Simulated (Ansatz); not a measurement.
# ZrInS3: the cost of one run

Method: DFT PBE, scalar-relativistic, plane waves, PAW, in Ansatz 0.2.0.

## Step 1: The structure to begin with

It takes space group Pm-3m (No. 221, cubic). The conventional cell has a = 5.013 Å, b = 5.013 Å, c = 5.013 Å, α = 90.00°, β = 90.00°, γ = 90.00°. Zr (site symmetry m-3m) has 12 S at 3.54 Å as nearest neighbours. In (site symmetry m-3m) is surrounded by 6 S at 2.51 Å. S (site symmetry 4/mmm) has 2 In at 2.51 Å and 4 Zr at 3.54 Å as nearest neighbours.

Coordinates:

```cif
data_structure
_symmetry_space_group_name_H-M 'Pm-3m'
_symmetry_Int_Tables_number 221
_cell_length_a 5.0130
_cell_length_b 5.0130
_cell_length_c 5.0130
_cell_angle_alpha 90.000
_cell_angle_beta 90.000
_cell_angle_gamma 90.000
_cell_volume 125.97
loop_
_atom_site_label
_atom_site_type_symbol
_atom_site_symmetry_multiplicity
_atom_site_Wyckoff_symbol
_atom_site_fract_x
_atom_site_fract_y
_atom_site_fract_z
_atom_site_occupancy
Zr1 Zr 1 a 0.00000 0.00000 0.00000 1
In1 In 1 b 0.50000 0.50000 0.50000 1
S1 S 3 c 0.50000 0.50000 0.00000 1
```

The cell is invented: species swapped into a database cell of Pr3AlN (Pm-3m, No. 221), with S on the Pr sites, Zr on the Al sites and In on the N sites. The dimensions are guesses.

## Step 2: A first look at the guess

The input, input.yaml:

```yaml
crystal:
  lattice:
    - [5.01296392, 0.0, 0.0]
    - [0.0, 5.01296392, 0.0]
    - [0.0, 0.0, 5.01296392]
  atoms:
    - { symbol: Zr, position: [0.0, 0.0, 0.0] }
    - { symbol: In, position: [0.5, 0.5, 0.5] }
    - { symbol: S, position: [0.5, 0.5, 0.0] }
    - { symbol: S, position: [0.5, 0.0, 0.5] }
    - { symbol: S, position: [0.0, 0.5, 0.5] }
basis:
  ecutwfc: 420
kpoints:
  mp_grid: { grid: [4, 4, 4] }
hamiltonian:
  xc: pbe
scf:
  occupations: { method: gaussian, width: 0.1 }
  lower_state_search: "off"
output:
  forces: true
  stress: true
  eigenvalues: true
```

Started as:

```
ansatz run input.yaml --threads 1 --pin off --max-ram 2560MiB --backend cpu --events-out ev --progress --plain --runs-dir out
```

Q: Estimate wall time and peak memory on 1 thread of AMD EPYC 9R45 (Zen 5), shared host.

About 1.5 s, with a peak of 0.41 GiB.
